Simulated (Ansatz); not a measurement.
# ZnS (Wurtzite-15R): a point defect seen from the nuclei (N on an S site), part 1 of 2

Aim: the field gradients at and around a point defect: N on an S site in ZnS (Wurtzite-15R), cell charge -1. The cell is a supercell built from a structure deposited in the COD. Planned: a single point, then a relaxation.

Computed with Ansatz 0.2.0 (DFT, PBE, plane-wave PAW, default files, scalar-relativistic, unless a step's input says otherwise).

**1. Starting point**

It takes space group Cm (No. 8, monoclinic). The conventional cell has a = 13.268 Å, b = 7.660 Å, c = 15.782 Å, α = 90.00°, β = 98.05°, γ = 90.00°. Around Zn (site symmetry m) lie 4 S at 2.34 to 2.35 Å. Around Zn (site symmetry 1) lie 4 S at 2.34 to 2.35 Å. Zn (site symmetry m) has 1 N at 2.34 Å and 3 S at 2.35 Å as nearest neighbours. Only part of the 30 independent sites is listed.

Structure file:

```cif
data_structure
_symmetry_space_group_name_H-M 'P 1'
_symmetry_Int_Tables_number 1
_cell_length_a 15.7823
_cell_length_b 31.5647
_cell_length_c 31.5647
_cell_angle_alpha 13.939
_cell_angle_beta 13.939
_cell_angle_gamma 13.939
_cell_volume 794.06
loop_
_atom_site_label
_atom_site_type_symbol
_atom_site_fract_x
_atom_site_fract_y
_atom_site_fract_z
_atom_site_occupancy
Zn1 Zn 0.00000 0.00000 0.00000 1
Zn2 Zn 0.00000 0.00000 0.50000 1
Zn3 Zn 0.00000 0.50000 0.00000 1
Zn4 Zn 0.00000 0.50000 0.50000 1
Zn5 Zn 0.73334 0.36667 0.36667 1
Zn6 Zn 0.73334 0.36667 0.86667 1
Zn7 Zn 0.73334 0.86667 0.36667 1
Zn8 Zn 0.73334 0.86667 0.86667 1
Zn9 Zn 0.46666 0.23333 0.23333 1
Zn10 Zn 0.46666 0.23333 0.73333 1
Zn11 Zn 0.46666 0.73333 0.23333 1
Zn12 Zn 0.46666 0.73333 0.73333 1
Zn13 Zn 0.86667 0.43333 0.43333 1
Zn14 Zn 0.86667 0.43333 0.93333 1
Zn15 Zn 0.86667 0.93333 0.43333 1
Zn16 Zn 0.86667 0.93333 0.93333 1
Zn17 Zn 0.60000 0.30000 0.30000 1
Zn18 Zn 0.60000 0.30000 0.80000 1
Zn19 Zn 0.60000 0.80000 0.30000 1
Zn20 Zn 0.60000 0.80000 0.80000 1
S1 S 0.05000 0.02500 0.02500 1
S2 S 0.05000 0.02500 0.52500 1
S3 S 0.05000 0.52500 0.02500 1
S4 S 0.05000 0.52500 0.52500 1
S5 S 0.78334 0.39167 0.39167 1
S6 S 0.78334 0.39167 0.89167 1
S7 S 0.78334 0.89167 0.39167 1
S8 S 0.78334 0.89167 0.89167 1
N1 N 0.51666 0.25833 0.25833 1
S9 S 0.51666 0.25833 0.75833 1
S10 S 0.51666 0.75833 0.25833 1
S11 S 0.51666 0.75833 0.75833 1
S12 S 0.91667 0.45833 0.45833 1
S13 S 0.91667 0.45833 0.95833 1
S14 S 0.91667 0.95833 0.45833 1
S15 S 0.91667 0.95833 0.95833 1
S16 S 0.65000 0.32500 0.32500 1
S17 S 0.65000 0.32500 0.82500 1
S18 S 0.65000 0.82500 0.32500 1
S19 S 0.65000 0.82500 0.82500 1
```

Atom 29 of the input is the impurity.

**2. Single point at the given positions**

The input, input.yaml:

```yaml
crystal:
  lattice:
    - [1.915, 1.1056257655, 15.6266633333]
    - [-3.83, 2.211251531, 31.2533266666]
    - [0.0, -4.422503062, 31.2533266666]
  atoms:
    - { symbol: Zn, position: [0.0, 0.0, 0.0] }
    - { symbol: Zn, position: [0.0, 0.0, 0.5] }
    - { symbol: Zn, position: [0.0, 0.5, 0.0] }
    - { symbol: Zn, position: [0.0, 0.5, 0.5] }
    - { symbol: Zn, position: [0.7333366667, 0.3666683334, 0.3666683334] }
    - { symbol: Zn, position: [0.7333366667, 0.3666683334, 0.8666683334] }
    - { symbol: Zn, position: [0.7333366667, 0.8666683334, 0.3666683334] }
    - { symbol: Zn, position: [0.7333366667, 0.8666683334, 0.8666683334] }
    - { symbol: Zn, position: [0.4666633333, 0.2333316666, 0.2333316666] }
    - { symbol: Zn, position: [0.4666633333, 0.2333316666, 0.7333316666] }
    - { symbol: Zn, position: [0.4666633333, 0.7333316666, 0.2333316666] }
    - { symbol: Zn, position: [0.4666633333, 0.7333316666, 0.7333316666] }
    - { symbol: Zn, position: [0.8666666667, 0.4333333334, 0.4333333334] }
    - { symbol: Zn, position: [0.8666666667, 0.4333333334, 0.9333333334] }
    - { symbol: Zn, position: [0.8666666667, 0.9333333334, 0.4333333334] }
    - { symbol: Zn, position: [0.8666666667, 0.9333333334, 0.9333333334] }
    - { symbol: Zn, position: [0.6000033333, 0.3000016666, 0.3000016666] }
    - { symbol: Zn, position: [0.6000033333, 0.3000016666, 0.8000016667] }
    - { symbol: Zn, position: [0.6000033333, 0.8000016667, 0.3000016666] }
    - { symbol: Zn, position: [0.6000033333, 0.8000016667, 0.8000016667] }
    - { symbol: S, position: [0.05, 0.025, 0.025] }
    - { symbol: S, position: [0.05, 0.025, 0.525] }
    - { symbol: S, position: [0.05, 0.525, 0.025] }
    - { symbol: S, position: [0.05, 0.525, 0.525] }
    - { symbol: S, position: [0.7833366667, 0.3916683334, 0.3916683334] }
    - { symbol: S, position: [0.7833366667, 0.3916683334, 0.8916683334] }
    - { symbol: S, position: [0.7833366667, 0.8916683334, 0.3916683334] }
    - { symbol: S, position: [0.7833366667, 0.8916683334, 0.8916683334] }
    - { symbol: "N", position: [0.5166633333, 0.2583316666, 0.2583316666] }
    - { symbol: S, position: [0.5166633333, 0.2583316666, 0.7583316666] }
    - { symbol: S, position: [0.5166633333, 0.7583316666, 0.2583316666] }
    - { symbol: S, position: [0.5166633333, 0.7583316666, 0.7583316666] }
    - { symbol: S, position: [0.9166666667, 0.4583333334, 0.4583333334] }
    - { symbol: S, position: [0.9166666667, 0.4583333334, 0.9583333334] }
    - { symbol: S, position: [0.9166666667, 0.9583333334, 0.4583333334] }
    - { symbol: S, position: [0.9166666667, 0.9583333334, 0.9583333334] }
    - { symbol: S, position: [0.6500033333, 0.3250016666, 0.3250016666] }
    - { symbol: S, position: [0.6500033333, 0.3250016666, 0.8250016666] }
    - { symbol: S, position: [0.6500033333, 0.8250016666, 0.3250016666] }
    - { symbol: S, position: [0.6500033333, 0.8250016666, 0.8250016666] }
total_charge: -1
kpoints:
  mp_grid: { grid: [5, 3, 3] }
scf:
  occupations: { method: fermi_dirac, width: 0.01 }
hamiltonian:
  xc: pbe
  pseudopotentials: { kind: paw }
output:
  forces: true
  stress: true
  populations: true
  efg:
    quadrupole_moments_barn: { Zn: 0.122, S: -0.0694, "N": 0.02044 }
    contact_densities: true
  write_density: true
  write_potential: true
  elf: true
  volumetric_format: npy
```

Run with:

```sh
> ansatz run input.yaml --threads 4 --pin off --max-ram 8192MiB --backend cpu --events-out ev --progress --plain --runs-dir out
```

What it wrote:

```text
Warning: RAYON_NUM_THREADS=4 ignored (pool sized by the plan → 4); use --threads N
basis.fft_grid_basis auto: the FFT boxes are laid along the combinations [[1, 0, 0], [-2, 1, 0], [-2, 0, 1]] of the cell's own vectors, 15.782, 7.660 and 7.660 Å long. The dense box has 108×54×54 points. Along the cell's own vectors, as sized, it would have 108×216×216, 16.00 times as many. basis.fft_grid_basis: typed keeps the cell's own vectors: state it where this run's energies or levels are differenced outside the engine with another run's, or held beside a run that keeps those vectors. Those combinations have planes normal to reciprocal vector 3, as the cell's own vectors have. Each planar average written beside output.write_density, output.write_potential has a row for each plane of the box: 54. The volumetric files lie along those combinations, not along the cell's own vectors: a cube or XSF file states them, and fields.json those of NumPy files.
Engine: ansatz 0.2.0, aarch64-unknown-linux-gnu
Pseudopotentials: kind: paw
Pseudopotential: Zn, paw, valence charge 12, recommended cutoff 420 eV (normal), Zn.paw.azcp
Pseudopotential: S, paw, valence charge 6, recommended cutoff 420 eV (normal), S.paw.azcp
Pseudopotential: N, paw, valence charge 5, recommended cutoff 420 eV (normal), N.paw.azcp
Functional definition: PBE
  parameter kappa = 0.804
  parameter beta = 0.06672455060314922
  exchange = pbe_x(kappa = kappa, mu = beta*pi^2/3)
  correlation = pbe_c(beta = beta)
Crystal: 40 atoms, lattice volume = 794.062 Å³
Basis set: ecut = 420 eV, 15505 PW (Γ), FFT grids on a1, −2a1+a2, −2a1+a3, exchange–correlation on 216×108×108 points (8 copies of the dense FFT grid, shifted against one another)
Bands: 220, of which v1, the nominal top of the filled ones, is band 180 counted from 1 (179 counted from 0)
Symmetry: 2 space group operations
Space group: Cm (ITA 8), of the structure as read, at distance tolerance 9.3e-5 Å
k-points: 16 of 45 (time reversal used)
Non-local potential: Zn, projectors of the file, l = 0: 2, l = 1: 2, l = 2: 3, l = 3: 1
Non-local potential: S, projectors of the file, l = 0: 2, l = 1: 2, l = 2: 2
Non-local potential: N, projectors of the file, l = 0: 2, l = 1: 2, l = 2: 1
PAW form: soft (Blöchl's): semilocal exchange-correlation on the pseudo side does not see the compensation charge
PAW one-centre angular grid: Zn, 590 points (default); XC on 64 Gauss nodes
PAW one-centre angular grid: S, 110 points (default); XC on 64 Gauss nodes
PAW one-centre angular grid: N, 110 points (default); XC on 64 Gauss nodes
Initial density: superposition of atomic densities (neutral atoms scaled as one to the charged cell's electrons: chi_scale 0, normalization atom), corrected by the library's trained network
Initial wavefunctions: pseudopotential atomic-orbital guess
Functional: x = pbe(κ = 0.804, μ = 0.2195149727645171), c = pbe(β = 0.06672455060314922)
SCF iter   1: F=—  HF=-83925.829278 eV  |F-HF|=—  |Δ(HF+E_count)|=         —  Δρ=1.41e-2  dr2=1.86e0  ethr=1.77e-3  ⟨swp⟩=6.7  Hψ=15015  notcnv=0  defer=240
preconditioner: auto → Resta (q_TF=auto, 2.391 Å⁻¹)  ε∞=6.9  [insulator: Δε(μ)=1.209 eV  Ē_g=10.321 eV  σ=0.010 eV  W_gap=1.00  n_scr=168 (ndim 8)  ℏωp=25.0 eV  f_vac=0.040  D(μ)=0.00/eV (n_scr^D=0)  ε∞_Penn≈6.9]
SCF iter   2: F=—  HF=-83925.458317 eV  |F-HF|=—  |Δ(HF+E_count)|=   3.71e-1  Δρ=5.23e-3  dr2=2.63e-1  ethr=5.18e-4  ⟨swp⟩=2.0  Hψ=6717  notcnv=0  defer=547
SCF iter   3: F=—  HF=-83925.373763 eV  |F-HF|=—  |Δ(HF+E_count)|=   8.46e-2  Δρ=2.22e-3  dr2=1.28e-1  ethr=7.31e-5  ⟨swp⟩=2.0  Hψ=6714  notcnv=0  defer=550
[... 5 lines left out ...]
SCF iter   9: F=—  HF=-83925.341343 eV  |F-HF|=—  |Δ(HF+E_count)|=   8.83e-6  Δρ=1.83e-5  dr2=3.55e-6  ethr=6.04e-9  ⟨swp⟩=2.0  Hψ=5548  notcnv=0  defer=548
SCF iter  10: F=—  HF=-83925.341346 eV  |F-HF|=—  |Δ(HF+E_count)|=   2.29e-6  Δρ=5.68e-6  dr2=4.10e-7  ethr=9.86e-10  ⟨swp⟩=2.0  Hψ=5583  notcnv=0  defer=548
SCF iter  11: F=-83925.341346 eV  HF=-83925.341346 eV  |F-HF|=2.04e-8  |Δ(HF+E_count)|=   5.75e-7  Δρ=1.81e-6  dr2=3.83e-8  ethr=2.78e-11  ⟨swp⟩=19.9  Hψ=30837  notcnv=0
SCF 1 converged in 11 iterations: F = -83925.341346 eV  dr2 = 3.83e-8
SCF converged after 11 iterations
Free energy (F): -83925.341346 eV
Harris-Foulkes:  -83925.341346 eV  (|F-HF|=2.04e-8)
Internal energy: -83925.341346 eV  (E = F + TS)
E sigma→0 (E₀):  -83925.341346 eV
Fermi energy:    7.326790 eV
--- Per-component energies (eV) ---
[... 15 lines left out ...]
--- Forces (eV/Å), atoms counted from 1 ---
  atom   1  Zn     0.00044485     0.00025683     0.01333458
  atom   2  Zn    -0.00160612     0.00127634    -0.00406600
  atom   3  Zn     0.00030229    -0.00202911    -0.00406600
  atom   4  Zn     0.00242720     0.00140134     0.02918157
  atom   5  Zn    -0.03892270    -0.02247203     0.26876276
  atom   6  Zn     0.00157897     0.04303015     0.26856678
[... 34 lines left out ...]
  max |Σ_I F_I| component: 2.04e-5 eV/Å
--- Stress (GPa, compression-positive) ---
       -0.161835      -0.011726      -0.001251
       -0.011726      -0.148295      -0.000722
       -0.001251      -0.000722       0.204586
  P = ⅓ Tr σ = -0.0352 GPa (-0.352 kbar)
--- PAW observables at the nuclei: V_zz in 10²¹ V/m², potentials from the cell's mean, atoms counted from 1 ---
  atom   1  Zn V_zz =    -0.100030   η = 0.2826   by run symmetry: allowed   C_q = -0.2951 MHz
            electrostatic potential = -3940.927886 V   contact ρ = 166603.919288 e/Å³
  atom   2  Zn V_zz =    -0.132617   η = 0.0266   by run symmetry: allowed   C_q = -0.3912 MHz
            electrostatic potential = -3940.923334 V   contact ρ = 166603.856544 e/Å³
  atom   3  Zn V_zz =    -0.132617   η = 0.0266   by run symmetry: allowed   C_q = -0.3912 MHz
            electrostatic potential = -3940.923334 V   contact ρ = 166603.856544 e/Å³
  atom   4  Zn V_zz =    -0.258143   η = 0.1095   by run symmetry: allowed   C_q = -0.7615 MHz
            electrostatic potential = -3940.941472 V   contact ρ = 166603.925127 e/Å³
  atom   5  Zn V_zz =    -0.850683   η = 0.1585   by run symmetry: allowed   C_q = -2.5095 MHz
            electrostatic potential = -3941.040929 V   contact ρ = 166604.167751 e/Å³
  atom   6  Zn V_zz =    -0.850080   η = 0.1817   by run symmetry: allowed   C_q = -2.5077 MHz
            electrostatic potential = -3941.042488 V   contact ρ = 166604.167494 e/Å³
  atom   7  Zn V_zz =    -0.850080   η = 0.1817   by run symmetry: allowed   C_q = -2.5077 MHz
            electrostatic potential = -3941.042488 V   contact ρ = 166604.167493 e/Å³
  atom   8  Zn V_zz =    -0.541142   η = 0.0090   by run symmetry: allowed   C_q = -1.5963 MHz
            electrostatic potential = -3940.982215 V   contact ρ = 166603.910195 e/Å³
  atom   9  Zn V_zz =    -1.224005   η = 0.0156   by run symmetry: allowed   C_q = -3.6108 MHz
            electrostatic potential = -3942.003534 V   contact ρ = 166604.539026 e/Å³
  atom  10  Zn V_zz =    -0.746644   η = 0.4427   by run symmetry: allowed   C_q = -2.2026 MHz
            electrostatic potential = -3941.343711 V   contact ρ = 166603.783976 e/Å³
  atom  11  Zn V_zz =    -0.746644   η = 0.4427   by run symmetry: allowed   C_q = -2.2026 MHz
            electrostatic potential = -3941.343711 V   contact ρ = 166603.783976 e/Å³
  atom  12  Zn V_zz =    -0.745688   η = 0.4755   by run symmetry: allowed   C_q = -2.1997 MHz
            electrostatic potential = -3941.344266 V   contact ρ = 166603.785630 e/Å³
  atom  13  Zn V_zz =    +1.048270   η = 0.7122   by run symmetry: allowed   C_q = +3.0923 MHz
            electrostatic potential = -3942.189514 V   contact ρ = 166604.374536 e/Å³
  atom  14  Zn V_zz =    +1.050991   η = 0.7456   by run symmetry: allowed   C_q = +3.1004 MHz
            electrostatic potential = -3942.189551 V   contact ρ = 166604.350015 e/Å³
  atom  15  Zn V_zz =    +1.050991   η = 0.7456   by run symmetry: allowed   C_q = +3.1004 MHz
            electrostatic potential = -3942.189551 V   contact ρ = 166604.350015 e/Å³
  atom  16  Zn V_zz =    +0.952821   η = 0.0139   by run symmetry: allowed   C_q = +2.8108 MHz
            electrostatic potential = -3941.523752 V   contact ρ = 166603.665817 e/Å³
  atom  17  Zn V_zz =    +0.610970   η = 0.0297   by run symmetry: allowed   C_q = +1.8023 MHz
            electrostatic potential = -3941.230521 V   contact ρ = 166603.636662 e/Å³
  atom  18  Zn V_zz =    +0.684397   η = 0.4226   by run symmetry: allowed   C_q = +2.0189 MHz
            electrostatic potential = -3941.191390 V   contact ρ = 166604.006238 e/Å³
  atom  19  Zn V_zz =    +0.684397   η = 0.4226   by run symmetry: allowed   C_q = +2.0189 MHz
            electrostatic potential = -3941.191390 V   contact ρ = 166604.006238 e/Å³
  atom  20  Zn V_zz =    +0.696845   η = 0.4546   by run symmetry: allowed   C_q = +2.0557 MHz
            electrostatic potential = -3941.190027 V   contact ρ = 166604.006089 e/Å³
  atom  21  S  V_zz =    +0.136417   η = 0.9393   by run symmetry: allowed   C_q = -0.2289 MHz
            electrostatic potential = -1632.451029 V   contact ρ = 19765.167338 e/Å³
  atom  22  S  V_zz =    +0.123538   η = 0.8818   by run symmetry: allowed   C_q = -0.2073 MHz
            electrostatic potential = -1632.446426 V   contact ρ = 19765.162850 e/Å³
  atom  23  S  V_zz =    +0.123538   η = 0.8818   by run symmetry: allowed   C_q = -0.2073 MHz
            electrostatic potential = -1632.446426 V   contact ρ = 19765.162851 e/Å³
  atom  24  S  V_zz =    +0.092103   η = 0.5278   by run symmetry: allowed   C_q = -0.1546 MHz
            electrostatic potential = -1632.499315 V   contact ρ = 19765.265683 e/Å³
  atom  25  S  V_zz =    -1.185271   η = 0.8269   by run symmetry: allowed   C_q = +1.9890 MHz
            electrostatic potential = -1632.824178 V   contact ρ = 19765.425929 e/Å³
  atom  26  S  V_zz =    -1.222571   η = 0.7645   by run symmetry: allowed   C_q = +2.0516 MHz
            electrostatic potential = -1632.825255 V   contact ρ = 19765.423794 e/Å³
  atom  27  S  V_zz =    -1.222571   η = 0.7645   by run symmetry: allowed   C_q = +2.0516 MHz
            electrostatic potential = -1632.825255 V   contact ρ = 19765.423794 e/Å³
  atom  28  S  V_zz =    +0.729315   η = 0.0594   by run symmetry: allowed   C_q = -1.2239 MHz
            electrostatic potential = -1632.689190 V   contact ρ = 19765.150263 e/Å³
  atom  29  N  V_zz =    +0.854638   η = 0.1272   by run symmetry: allowed   C_q = +0.4224 MHz
            electrostatic potential = -515.134115 V   contact ρ = 1418.276027 e/Å³
  atom  30  S  V_zz =    -1.898010   η = 0.7948   by run symmetry: allowed   C_q = +3.1850 MHz
            electrostatic potential = -1633.169860 V   contact ρ = 19765.440868 e/Å³
  atom  31  S  V_zz =    -1.898010   η = 0.7948   by run symmetry: allowed   C_q = +3.1850 MHz
            electrostatic potential = -1633.169860 V   contact ρ = 19765.440868 e/Å³
  atom  32  S  V_zz =    -1.966091   η = 0.7430   by run symmetry: allowed   C_q = +3.2993 MHz
            electrostatic potential = -1633.171329 V   contact ρ = 19765.424100 e/Å³
  atom  33  S  V_zz =    -1.217918   η = 0.2571   by run symmetry: allowed   C_q = +2.0438 MHz
            electrostatic potential = -1632.830396 V   contact ρ = 19765.390808 e/Å³
  atom  34  S  V_zz =    -1.213564   η = 0.3196   by run symmetry: allowed   C_q = +2.0365 MHz
            electrostatic potential = -1632.830761 V   contact ρ = 19765.392093 e/Å³
  atom  35  S  V_zz =    -1.213564   η = 0.3196   by run symmetry: allowed   C_q = +2.0365 MHz
            electrostatic potential = -1632.830761 V   contact ρ = 19765.392094 e/Å³
  atom  36  S  V_zz =    -0.325471   η = 0.1447   by run symmetry: allowed   C_q = +0.5462 MHz
            electrostatic potential = -1632.693331 V   contact ρ = 19765.125327 e/Å³
  atom  37  S  V_zz =    -0.566910   η = 0.0132   by run symmetry: allowed   C_q = +0.9513 MHz
            electrostatic potential = -1632.454120 V   contact ρ = 19765.138765 e/Å³
  atom  38  S  V_zz =    -0.575162   η = 0.1555   by run symmetry: allowed   C_q = +0.9652 MHz
            electrostatic potential = -1632.456439 V   contact ρ = 19765.164117 e/Å³
  atom  39  S  V_zz =    -0.575162   η = 0.1555   by run symmetry: allowed   C_q = +0.9652 MHz
            electrostatic potential = -1632.456439 V   contact ρ = 19765.164117 e/Å³
  atom  40  S  V_zz =    -0.575262   η = 0.1273   by run symmetry: allowed   C_q = +0.9653 MHz
            electrostatic potential = -1632.451802 V   contact ρ = 19765.161991 e/Å³
--- Band table (eV; the first three rows and the last of 16) ---
[... 4 lines left out ...]
--- Löwdin populations: 40 sites ---
  site symbol       q [e]
[... 40 lines left out ...]
  spilling = 0.011373 (of n_electrons = 360.000000)
```

Run time: 7.1 min. Hardware: 4 threads of Arm Neoverse N1, shared host; peak memory 4.4 GiB.

At the end: gap on the mesh 0.48 eV, largest force 2.543 eV/Å, pressure 0.0 GPa.

Site by site (atoms counted from 1): 12 of 30, those nearest the defect, the farthest of each element and the two largest gradients.

```tsv
site	atoms	distance from the defect (Å)	V_zz (10²¹ V/m²)	η	C_Q (MHz)
N	29	0.00	0.85	0.13	0.422 (¹⁴N)
Zn9	9	2.34	-1.22	0.02	-3.61 (⁶⁷Zn)
Zn14	14, 15	2.35	1.05	0.75	3.10 (⁶⁷Zn)
Zn13	13	2.35	1.05	0.71	3.09 (⁶⁷Zn)
S25	25	3.83	-1.19	0.83	1.99 (³³S)
S26	26, 27	3.83	-1.22	0.76	2.05 (³³S)
S33	33	3.83	-1.22	0.26	2.04 (³³S)
S34	34, 35	3.83	-1.21	0.32	2.04 (³³S)
S30	30, 31	3.83	-1.90	0.79	3.19 (³³S)
S32	32	3.83	-1.97	0.74	3.30 (³³S)
S24	24	7.66	0.092	0.53	-0.155 (³³S)
Zn1	1	8.31	-0.10	0.28	-0.295 (⁶⁷Zn)
```

Conventions: |V_zz| ≥ |V_yy| ≥ |V_xx|, η = (V_xx − V_yy)/V_zz, C_Q = eQV_zz/h. Q values from Pyykkö, Mol. Phys. 116, 1328 (2018).

Direction of the V_zz axis (Cartesian unit vector):

```tsv
site	atom	x	y	z
Zn1	1	0.05	0.03	1.00
Zn2	2	-0.01	-0.07	1.00
Zn4	4	-0.01	-0.01	1.00
Zn5	5	-0.04	-0.02	1.00
Zn6	6	0.00	0.05	1.00
Zn8	8	0.01	0.00	1.00
Zn9	9	0.00	0.00	1.00
Zn10	10	0.13	-0.07	0.99
Zn12	12	-0.12	-0.07	0.99
Zn13	13	0.12	0.07	0.99
```

Density in a lattice plane of the grid's cell (edges 7.66 and 7.66 Å, at 0.550 of the third edge), which holds N and S.

Ten even steps from ' ' (0.02 e/Å³) to '@' (3.40 e/Å³):
```
                  ..::..                  ..::..
..    ........    ........    ........    ......
    ..::::----::..    ....  ..::::--::::..    ..
    ..::--::..--::..        ..::--::..--::..    
      ..::::  ..--::          ..::::  ..--::    
        ..::::::--::..          ..::::::--::..  
          ..::::::::..            ..::::::::..  
              ......                  ......    
                                                
                  ....                    ....  
                  ..::..                  ..::..
..      ....      ........    ........    ......
      ..::==--..      ..    ..::::--::::..    ..
      ..==%%@@**::          ..::--::..--::..    
        ::##@@@@++..          ..::::  ..--::    
          ::**##++::            ..::::::--::..  
            ..::::..              ..::::::::..  
                                      ......    
                                                
                  ....                    ....  
```
Columns run along the first of these edges and rows up along the second, over one cell in 24 and 20 even steps from the bottom left corner. Atoms in the plane (fractional): N at (0.26, 0.26), S at (0.26, 0.76), S at (0.76, 0.26), S at (0.76, 0.76).

ELF in the same plane.

Ten even steps from '0' (0.02) to '9' (0.87):
```
124666421111124666421111
126899862111126899862111
127998998311127998998311
127994279841126994279841
115895018973115895017973
102689657985102688657985
100258999986200258999985
100014688874100014688874
100001233332100000233332
111111111111111221111111
112343211111124666421111
124777742111126899863111
125899986211127998997311
124897589621126994279841
113797249852115895017973
101479878863102688647985
100136899863100258999985
100002467652100014789874
100000122221100000233332
111111111111111111111111
```
Columns run along the first of these edges and rows up along the second, over one cell in 24 and 20 even steps from the bottom left corner. Atoms in the plane (fractional): N at (0.26, 0.26), S at (0.26, 0.76), S at (0.76, 0.26), S at (0.76, 0.76).

Both are smooth fields of the valence electrons: close to the nuclei they are not physical.

Outside the cores ELF peaks at 0.90 on the S–Zn line, 0.9 Å from S; 0.90 in the shell around S, 0.7 Å from S; 0.86 in the shell around N, 0.7 Å from N.

(Continued in part 2 of 2.)
